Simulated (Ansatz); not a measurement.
This script for a phonon calculation by linear response of SnTe₃, space group Fm-3m with Ansatz 0.2.0 through its Python package holds a mistake.

`run_dfpt.py`
```python
from pathlib import Path

import ansatz as az
import numpy as np
from pymatgen.core import Lattice, Structure
from pymatgen.io.ase import AseAtomsAdaptor

config = {
    "filling": "fixed",
    "xc": "lda",
    "kmesh": (4, 4, 4),
}


def main() -> None:
    pmg_structure = Structure(
        Lattice([(0.0, 3.86122, 3.86122), (3.86122, 0.0, 3.86122), (3.86122, 3.86122, 0.0)]),
        ["Sn", "Te", "Te", "Te"],
        [
            (0.0, 0.0, 0.0),
            (0.25, 0.25, 0.25),
            (0.75, 0.75, 0.75),
            (0.5, 0.5, 0.5),
        ],
    )
    system = az.Crystal.from_ase(AseAtomsAdaptor.get_atoms(pmg_structure))

    base = system.calculation()
    base = base.pseudopotentials("paw")
    base = base.occupations(config["filling"]).functional(config["xc"])
    base = base.kpoints(*config["kmesh"]).phonons("dfpt", points=[(0, 0, 0), (0.5, 0.5, 0.5)])
    out = base.run(threads=1, runs_dir="runs")
    ph = out.phonons

    for q in ph.qpoints:
        thz = np.asarray(q.omega_inv_cm) / 33.35641
        print("q = ({:.2f}, {:.2f}, {:.2f})".format(*q.q_frac), np.round(thz, 2) + 0.0, "THz")


if __name__ == "__main__":
    main()
```

`python run_dfpt.py` gives:
```text
DeckWarning: basis.ecutwfc = 420 eV, auto-derived from the records' recommended cutoffs: set by Sn (normal level)
RunWarning: iter 1: σ=0 fill of 31 bands saw a band overlap (occupied 10.9341 eV > unoccupied 8.6853 eV) — on an unconverged iterate often a transient of an unconverged empty band; one that stands at the close is told there (band_overlap_at_count); if the run fails to converge, the spectrum is likely genuinely metallic at σ=0 — use a smearing of finite width or the tetrahedron method (which not every kind of run takes: see the entry of scf.occupations.method in the input reference), with at least one empty band (raise scf.n_extra_bands, or leave it out; where the count is already the smallest k-point's plane-wave count, raise basis.ecutwfc first)
RunWarning: a fill by count may have filled part of one level: at k-index 2 the highest filled band, 10.966563 eV, and the lowest empty band, 10.966563 eV, stand 0.000e0 eV apart, within the solve's uncertainty, 3.162e-6 eV. If they are one level, whatever splits it, however little, can move the result. A smearing (`scf.occupations.method` with a `width`) well over the split that the run's distortions make, where the deck can take one, can fill the level evenly. On an open shell (a free atom, a radical) an even fill, a smearing's or one that the run's symmetry operations hold, can lie tenths of an eV above a state that splits the level, and an energy difference taken against it is then off by as much. To look for that state on an open shell, re-run with `crystal.symmetry.detect: false`, without `crystal.symmetry.time_reversal: true` (on a non-collinear deck from a starting moment too), where the deck allows it, and compare the energies; that run can end on one of several states, or fail to converge. If the gap is true, a tighter SCF threshold (`scf.convergence.dr2_threshold`, or `saddle.dr2_threshold`, `phonons.dr2_threshold` by `fd` or `hamiltonian.hubbard.lr.dr2_threshold` where [...]
RunWarning: the bands overlap at the fill by count (31 filled at each k-point of a channel): the highest filled level, 10.966563 eV at k-index 2, stands 2.2743 eV over the lowest empty one, 8.692225 eV at k-index 0, so that a fill of the lowest levels lies lower and no gap is reported. A metal, or a carrier in a host's bands, wants a smearing of finite width or the tetrahedron method (`scf.occupations.method`). A defect's level that its images broaden is meant whole, and this fill is then the right one; a shifted mesh or single k-points narrow the overlap
RunWarning: the bands of the NSCF response pass on 13 k-points overlap at the fill by count (31 filled at each k-point of a channel): the highest filled level, 10.966563 eV at k-index 2, stands 2.2743 eV over the lowest empty one, 8.692225 eV at k-index 0, so that a fill of the lowest levels lies lower and no gap is reported. A metal, or a carrier in a host's bands, wants a smearing of finite width or the tetrahedron method (`scf.occupations.method`). A defect's level that its images broaden is meant whole, and this fill is then the right one; a shifted mesh or single k-points narrow the overlap
Traceback (most recent call last):
  File "run_dfpt.py", line 41, in <module>
    main()
    ~~~~^^
  File "run_dfpt.py", line 32, in main
    out = base.run(threads=1, runs_dir="runs")
  ...
ansatz.StepError: a DFPT response about bands that are each full or empty needs each spin channel's highest filled band to stand apart from its lowest empty one at every k-point that it solves. Channel 0 fills its lowest 31 bands, and at k = (0, 0, 0) (k in fractional coordinates) the highest filled band, 8.692225 eV, and the lowest empty band, 8.692225 eV, cannot be told apart: 7.994e-14 eV apart, within the solve's uncertainty, 3.609e-6 eV. If they are one level, only part of it is filled, and the response would follow whichever part the eigensolver returned. If the two levels are distinct, lower that uncertainty (tighten scf.convergence.dr2_threshold (if unset, the value in force may already be tighter than the key's default, set by another part of the input; each SCF's setup event in the run's event stream (--events-out) reports it as dr2_threshold_ev); where that does not lower it, raise scf.n_extra_bands). Where the level is cut at k + q alone, scf.occupations.method: fixed can fill it evenly if scf.n_extra_bands reaches past it. Otherwise scf.occupations.method: fermi_dirac with the default scf.occupations.width fills such a level evenly, which leaves it partly filled; [...]
The last result that the run could keep is in <dir> where next_state_free_energy_ev on a file's second line is a number, the run has left its state, where lower_state_in_no_save there is true it has gone on to a lower one that no save has, where lower_state_not_kept there is true it has shown a lower one that it does not keep, where withdrawn there is true it has taken that telling back, where relaxation_convergence_pending there is true the relaxation had not been seen to end on it, where checkpoint_pending there is true a resume need not go on from it, and where ended_on there is non_converged, with further_exchange_loops ahead (goes_on_to, as later_telling there has it, where it stands), the run gives no result, that one neither; one whose goes_on_to is unconverged_end is of a structure not shown to be relaxed.
```
(Warnings from the package without file and line, shortened; library frames cut from the traceback.)

Why does it end like this?

The fault: fixed occupations, though the bands overlap at this level of theory. The change:

```diff
--- before
+++ after
@@ -8,3 +8,4 @@
 config = {
-    "filling": "fixed",
+    "filling": "fermi_dirac",
+    "smearing_width": 0.1,
     "xc": "lda",
@@ -29,4 +30,4 @@
     base = base.pseudopotentials("paw")
-    base = base.occupations(config["filling"]).functional(config["xc"])
-    base = base.kpoints(*config["kmesh"]).phonons("dfpt", points=[(0, 0, 0), (0.5, 0.5, 0.5)])
+    base = base.occupations(config["filling"], width=config["smearing_width"]).functional(config["xc"])
+    base = base.kpoints(*config["kmesh"]).phonons("dfpt")
     out = base.run(threads=1, runs_dir="runs")
@@ -34,5 +35,4 @@
 
-    for q in ph.qpoints:
-        thz = np.asarray(q.omega_inv_cm) / 33.35641
-        print("q = ({:.2f}, {:.2f}, {:.2f})".format(*q.q_frac), np.round(thz, 2) + 0.0, "THz")
+    print("Gamma modes (1/cm):", " ".join(f"{w:.1f}" for w in ph.gamma_omega_inv_cm))
+    print("in meV:", " ".join(f"{w * 0.1239842:.2f}" for w in ph.gamma_omega_inv_cm))
```

The mended script runs so:

```console
$ python run_dfpt.py
DeckWarning: basis.ecutwfc = 420 eV, auto-derived from the records' recommended cutoffs: set by Sn (normal level)
Gamma modes (1/cm): -78.7 -78.7 -78.7 0.0 0.0 0.0 24.8 24.8 24.8 62.8 62.8 62.8
in meV: -9.76 -9.76 -9.76 0.00 0.00 0.00 3.08 3.08 3.08 7.79 7.79 7.79
```
(Warnings from the package without file and line.)

The cell isn't relaxed first, so the values belong to this volume. The mesh is modest for a metal, so energies can be off by several to tens of meV an atom and pressures by half a GPa or more; differences at equal mesh fare better. A negative frequency stands for an imaginary mode. No non-analytic term is added, so at the zone centre the longitudinal optical modes of a polar crystal aren't split off. The structure comes from a database of computed cells and needn't be a stable or known phase. The structure is taken as given; imaginary modes can come from an unrelaxed or unstable start. Run time: 26 s on 1 thread of Arm Neoverse V2 (shared host), peak memory 0.75 GiB.

(Lines on the test bed's own set-up are left out of the output.)
